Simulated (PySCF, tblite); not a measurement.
**C₃H₉NOSi: geometry, infrared bands and NMR shifts**

What infrared bands and NMR shifts should C₃H₉NOSi (`CC(=O)N(C)[SiH3]`) show?

Programs: tblite 0.8.0 and PySCF 2.14.0, with density-fitted response routines of our own. Each step states its level of theory. These are calculated values for one molecule in the gas phase, unless marked as measured. Atoms count from 0, in the outputs and in this text.

## 1. Starting geometry

15 atoms, charge 0, multiplicity 1; geometry from: force field or distance geometry start.

Bonds of the start (Å): C0–C1 1.48, C1–O2 1.29, C1–N3 1.42, N3–C4 1.44, N3–Si5 1.81, C0–H6 1.13, C0–H7 1.12, C0–H8 1.11, C4–H9 1.11, C4–H10 1.13, C4–H11 1.09, Si5–H12 1.48, Si5–H13 1.44, Si5–H14 1.45.

## 2. Optimising the geometry with GFN2-xTB

What the job is given:

```
{"job": {"kind": "relax", "xc": "GFN2-xTB", "basis": "xTB"}, "charge": 0, "multiplicity": 1}
C      2.181300     0.202200    -0.074000
C      0.938700    -0.519300     0.287200
O      1.040200    -1.641000     0.922000
N     -0.373700    -0.058800    -0.003800
C     -0.645800     1.175500    -0.687100
Si    -1.810300    -1.042700     0.503700
H      2.610000     0.588500     0.891800
H      1.996300     1.046200    -0.788700
H      2.936100    -0.456200    -0.545100
H     -0.673000     1.956900     0.104300
H     -1.695900     1.163800    -1.116600
H      0.051600     1.395200    -1.499200
H     -1.810400    -1.008100     1.981800
H     -2.994200    -0.391500    -0.001400
H     -1.755400    -2.402800     0.003300
```

Run with:

```
$ OMP_NUM_THREADS=1 python probes_run.py task.json out
```

The driver reads the jobs from task.json and runs them one after another.

**Question.** This job is followed by: GFN2-xTB harmonic vibrations, gas phase; GIAO PBE0/pcSseg-1 NMR shielding, non-relativistic, gas phase. Predict these results of the whole session: strongest single infrared mode (GFN2-xTB); zero-point energy (GFN2-xTB); ¹³C shifts against TMS (PBE0/pcSseg-1); ¹H shifts against TMS (PBE0/pcSseg-1, means over atoms taken as alike); ¹⁷O shifts against H2O (PBE0/pcSseg-1); ¹⁵N shifts against NH3 (PBE0/pcSseg-1); ²⁹Si shifts against TMS (PBE0/pcSseg-1); surface potential, 1st and 99th percentile.

As calculated:

| quantity | value |
| --- | --- |
| strongest single infrared mode (GFN2-xTB) | 1650 cm⁻¹, 428 km/mol |
| zero-point energy (GFN2-xTB) | 71.8 kcal/mol |
| ¹³C shifts against TMS (PBE0/pcSseg-1) | 182.4, 32.8, 20.5 ppm |
| ¹H shifts against TMS (PBE0/pcSseg-1, means over atoms taken as alike) | 4.49, 2.96, 2.12 ppm |
| ¹⁷O shifts against H2O (PBE0/pcSseg-1) | 450.2 ppm |
| ¹⁵N shifts against NH3 (PBE0/pcSseg-1) | 123.4 ppm |
| ²⁹Si shifts against TMS (PBE0/pcSseg-1) | -63.0 ppm |
| surface potential, 1st and 99th percentile | -1.89 V and 1.17 V |

**Reading.** The optimisation took 124 steps and gained 0.764 eV; among the close pairs (by a distance rule), C1–N3 changed most, from 1.421 to 1.335 Å. All 39 modes are real, so the xTB geometry is a minimum. The strongest single mode, at 1650 cm⁻¹, moves mainly C1 and O2. GFN2-xTB is a fitted tight-binding method: band positions and strengths are rough. Its intensities can rank the bands wrongly. At PBE0/pcSseg-1: The widest tensor belongs to O2: span 586 ppm, with a paramagnetic part of -517 ppm.
